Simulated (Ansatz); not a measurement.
# ClFH12O4Si4: the cost of one run

Computed with Ansatz 0.2.0, Gaussian basis. Level: PBE0-D4/def2-SVP.

28 further runs of the same task are left out: 28 set aside as unsound or not needed.

## 1. The starting structure

The first end: 22 atoms, charge 0, spin multiplicity 1.

Atoms are counted from 1 here; the program's logs count them from 0.

Bond lengths: Si1–O2 1.628 Å, Si1–O4 1.591 Å, Si1–O6 1.608 Å, Si1–Cl8 2.046 Å, O2–Si3 1.661 Å, Si3–H13 1.482 Å, Si3–H14 1.481 Å, Si3–H15 1.482 Å, O4–Si5 1.654 Å, Si5–H16 1.479 Å, Si5–H17 1.489 Å, Si5–H18 1.475 Å, O6–Si7 1.647 Å, Si7–H19 1.484 Å, Si7–H20 1.483 Å, Si7–H21 1.481 Å, H9–F10 0.954 Å, H11–O12 0.970 Å and more. Angles: O2–Si1–O4 109.9°, O2–Si1–O6 107.6°, O2–Si1–Cl8 107.2°, O4–Si1–O6 112.9°, O4–Si1–Cl8 109.6°, O6–Si1–Cl8 109.5°, Si1–O2–Si3 134.3°, O2–Si3–H13 109.8°, O2–Si3–H14 106.1°, O2–Si3–H15 109.7°, H13–Si3–H14 110.6°, H13–Si3–H15 110.1°, H14–Si3–H15 110.4°, Si1–O4–Si5 150.4°, O4–Si5–H16 110.4°, O4–Si5–H17 106.5°, O4–Si5–H18 108.8°, H16–Si5–H17 108.7° and more.

Geometry (Å):

```mol
ClFH12O4Si4
  3D, bonds by distance, orders not assigned

 22 19  0  0  0  0  0  0  0  0999 V2000
    0.0333    0.3215    0.4387 Si  0  0
   -1.5076    0.0221    0.0073 O   0  0
   -2.7891    0.9729   -0.4541 Si  0  0
    1.0290   -0.4055   -0.5667 O   0  0
    2.4318   -1.2337   -0.8541 Si  0  0
    0.2284    1.9177    0.4668 O   0  0
    1.2832    3.1587    0.7116 Si  0  0
    0.2893   -0.4318    2.3233 Cl  0  0
   -0.3773   -3.2423   -0.5677 H   0  0
    0.4102   -3.4086   -1.0800 F   0  0
   -1.7632   -1.8711    0.2043 H   0  0
   -1.6304   -2.8241    0.3261 O   0  0
   -2.4307    1.7442   -1.6676 H   0  0
   -3.9086    0.0463   -0.7369 H   0  0
   -3.1482    1.8963    0.6486 H   0  0
    2.6479   -2.2593    0.1890 H   0  0
    3.5342   -0.2357   -0.7789 H   0  0
    2.3804   -1.8004   -2.2153 H   0  0
    2.5219    2.9229   -0.0699 H   0  0
    1.6078    3.2517    2.1557 H   0  0
    0.6158    4.3999    0.2558 H   0  0
   -1.4581   -2.9419    1.2643 H   0  0
  1  2  8  0
  1  4  8  0
  1  6  8  0
  1  8  8  0
  2  3  8  0
  3 13  8  0
  3 14  8  0
  3 15  8  0
  4  5  8  0
  5 16  8  0
  5 17  8  0
  5 18  8  0
  6  7  8  0
  7 19  8  0
  7 20  8  0
  7 21  8  0
  9 10  8  0
 11 12  8  0
 12 22  8  0
M  END
```

The second end:

```xyz
22
ClFH12O4Si4
Si    0.30828   -0.28233    0.53904
O    -1.38069   -0.40627   -0.04837
Si   -2.30899    1.04498   -0.14755
O     1.69997   -0.04797   -0.30019
Si    2.90498   -1.03188   -0.84012
O    -0.11483    1.38085    0.47893
Si    0.84990    2.71491    0.34867
Cl    0.46095   -0.42070    2.59537
H    -1.22231   -3.11580   -0.05151
F     0.34220   -1.94331    0.30685
H    -1.79988   -1.32054   -0.16732
O    -2.11615   -2.83139   -0.29261
H    -1.91774    1.93337   -1.25831
H    -3.59600    0.40643   -0.55894
H    -2.55931    1.69260    1.15206
H     3.43403   -1.88230    0.25513
H     3.98314   -0.14756   -1.34660
H     2.42001   -1.89366   -1.94835
H     1.34395    2.88500   -1.04002
H     1.99252    2.62579    1.28852
H    -0.00426    3.87800    0.70124
H    -2.71967   -3.23823    0.33435
```

## 2. The band at PBE0-D4/def2-SVP

Input file neb/in.yaml:

```yaml
crystal:
  periodic: [false, false, false]
  atoms:
    - {symbol: Si, position_ang: [0.033281, 0.321496, 0.438717]}
    - {symbol: O, position_ang: [-1.507613, 0.022073, 0.007277]}
    - {symbol: Si, position_ang: [-2.789098, 0.972934, -0.454131]}
    - {symbol: O, position_ang: [1.029022, -0.405479, -0.566730]}
    - {symbol: Si, position_ang: [2.431817, -1.233674, -0.854080]}
    - {symbol: O, position_ang: [0.228445, 1.917672, 0.466811]}
    - {symbol: Si, position_ang: [1.283151, 3.158734, 0.711617]}
    - {symbol: Cl, position_ang: [0.289325, -0.431800, 2.323321]}
    - {symbol: H, position_ang: [-0.377262, -3.242260, -0.567670]}
    - {symbol: F, position_ang: [0.410224, -3.408559, -1.080016]}
    - {symbol: H, position_ang: [-1.763155, -1.871121, 0.204341]}
    - {symbol: O, position_ang: [-1.630368, -2.824148, 0.326089]}
    - {symbol: H, position_ang: [-2.430726, 1.744191, -1.667629]}
    - {symbol: H, position_ang: [-3.908614, 0.046283, -0.736950]}
    - {symbol: H, position_ang: [-3.148199, 1.896326, 0.648600]}
    - {symbol: H, position_ang: [2.647917, -2.259262, 0.188966]}
    - {symbol: H, position_ang: [3.534162, -0.235670, -0.778890]}
    - {symbol: H, position_ang: [2.380357, -1.800399, -2.215252]}
    - {symbol: H, position_ang: [2.521875, 2.922923, -0.069890]}
    - {symbol: H, position_ang: [1.607778, 3.251719, 2.155724]}
    - {symbol: H, position_ang: [0.615846, 4.399873, 0.255769]}
    - {symbol: H, position_ang: [-1.458067, -2.941852, 1.264309]}
basis:
  gaussian: {orbitals: def2-SVP}
hamiltonian: {xc: pbe0, dispersion: d4}
neb:
  images: 5
  climbing: true
  max_iterations: 40
  initial_path: idpp
  final_atoms:
    - {symbol: Si, position_ang: [0.308283, -0.282333, 0.539039]}
    - {symbol: O, position_ang: [-1.380693, -0.406268, -0.048368]}
    - {symbol: Si, position_ang: [-2.308988, 1.044977, -0.147545]}
    - {symbol: O, position_ang: [1.699968, -0.047973, -0.300192]}
    - {symbol: Si, position_ang: [2.904985, -1.031876, -0.840118]}
    - {symbol: O, position_ang: [-0.114826, 1.380847, 0.478934]}
    - {symbol: Si, position_ang: [0.849899, 2.714915, 0.348667]}
    - {symbol: Cl, position_ang: [0.460949, -0.420702, 2.595370]}
    - {symbol: H, position_ang: [-1.222314, -3.115798, -0.051509]}
    - {symbol: F, position_ang: [0.342202, -1.943308, 0.306855]}
    - {symbol: H, position_ang: [-1.799884, -1.320543, -0.167320]}
    - {symbol: O, position_ang: [-2.116152, -2.831385, -0.292606]}
    - {symbol: H, position_ang: [-1.917736, 1.933372, -1.258306]}
    - {symbol: H, position_ang: [-3.596003, 0.406427, -0.558936]}
    - {symbol: H, position_ang: [-2.559314, 1.692600, 1.152060]}
    - {symbol: H, position_ang: [3.434030, -1.882296, 0.255128]}
    - {symbol: H, position_ang: [3.983136, -0.147562, -1.346599]}
    - {symbol: H, position_ang: [2.420014, -1.893655, -1.948348]}
    - {symbol: H, position_ang: [1.343954, 2.884999, -1.040017]}
    - {symbol: H, position_ang: [1.992520, 2.625785, 1.288517]}
    - {symbol: H, position_ang: [-0.004262, 3.878002, 0.701235]}
    - {symbol: H, position_ang: [-2.719669, -3.238226, 0.334353]}
```

Started as:

```
$ ansatz run in.yaml --threads 11 --pin off --events-out ev --progress --plain --max-ram 166912MiB --backend cuda --devices 0, --max-vram 75GiB
```

**Question.** How long does this run take on 1 × NVIDIA H100 with 11 threads of AMD EPYC 7R13, shared host?

About 2.4 min.
